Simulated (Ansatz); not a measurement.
**BaY (L10 type): how the settings move a single-point run**

Aim: see which settings change the result for BaY (L10 type), by how much, and at what cost.

Computed with Ansatz 0.2.0 (reference: DFT, LDA, PAW with Ansatz's default frozen-core files, scalar-relativistic, unless a step's input says otherwise).

1 further run of the same task is left out (set aside as unsound or not needed).

**1. The starting structure**

The structure is tetragonal, space group P4/mmm (No. 123). Conventional cell: a = 3.904 Å, b = 3.904 Å, c = 5.856 Å, α = 90.00°, β = 90.00°, γ = 90.00°. Ba (site symmetry 4/mmm) has 4 Ba at 3.90 Å and 8 Y at 4.02 Å as nearest neighbours. Y (site symmetry 4/mmm) has 4 Y at 3.90 Å and 8 Ba at 4.02 Å as nearest neighbours.

As a file:

```xyz
2
Lattice="3.9039 0.0000 0.0000 0.0000 3.9039 0.0000 0.0000 0.0000 5.8555" Properties=species:S:1:pos:R:3 pbc="T T T"
Ba    0.0000    0.0000    0.0000
Y     1.9519    1.9519    2.9278
```

**2. The reference run**

Input file input.yaml:

```yaml
crystal:
  lattice:
    - [3.9038829515, 0.0, 0.0]
    - [0.0, 3.9038829515, 0.0]
    - [0.0, 0.0, 5.8555097825]
  atoms:
    - { symbol: Ba, position: [0.0, 0.0, 0.0] }
    - { symbol: "Y", position: [0.5, 0.5, 0.5] }
kpoints:
  mp_grid: { grid: [11, 11, 8] }
scf:
  occupations: { method: fermi_dirac, width: 0.03 }
hamiltonian:
  xc: lda
  pseudopotentials: { kind: paw }
output:
  forces: true
  stress: true
  eigenvalues: true
  efg: { contact_densities: true }
```

Launch:

```
ansatz run input.yaml --threads 1 --pin off --max-ram 2048MiB --backend cpu --events-out ev --progress --plain --runs-dir out
```

**3. Changing settings: chi_scale 0.3, scf.algorithm density_mixing**

Edit input.yaml of step 2 so:

```diff
@@ -12,2 +12,4 @@
   occupations: { method: fermi_dirac, width: 0.03 }
+  initial_density: { chi_scale: 0.3 }
+  algorithm: density_mixing
 hamiltonian:
```

Before running it: what results should come out? Wanted: for each run, ending; energy change; pressure; gap; force.

**Answer**, as computed:

| run | ending | energy change | pressure (GPa) | gap (eV) | force (eV/Å) | cycles | time |
| --- | --- | --- | --- | --- | --- | --- | --- |
| reference | converged | 0 | -2.9 | 0.00 | 0.00 | 6 | 19 s |
| 1: chi_scale 0.3, scf.algorithm density_mixing | converged | 0.0 meV/atom | -2.9 | 0.00 | 0.00 | 9 | 23 s |

Residual by cycle in the longest SCF loop of each run; runs are numbered as in the table. The quantity is the density residual dr2, in eV.

| cycle | reference | run 1 |
| --- | --- | --- |
| 1 | 0.0142 | 9.02 |
| 2 | 0.00426 | 2.42 |
| 3 | 3.2e-4 | 0.0473 |
| 4 | 2.1e-5 | 0.00578 |
| 5 | 2.4e-6 | 3.4e-4 |
| 6 | 8.1e-8 | 2.3e-5 |
| 7 | - | 1.5e-6 |
| 8 | - | 2.4e-7 |
| 9 | - | 8.5e-9 |

**Reading.** Same state: the changed start and solver leaves the energy within 0.5 meV/atom. Cost: 9 SCF cycles against 6.
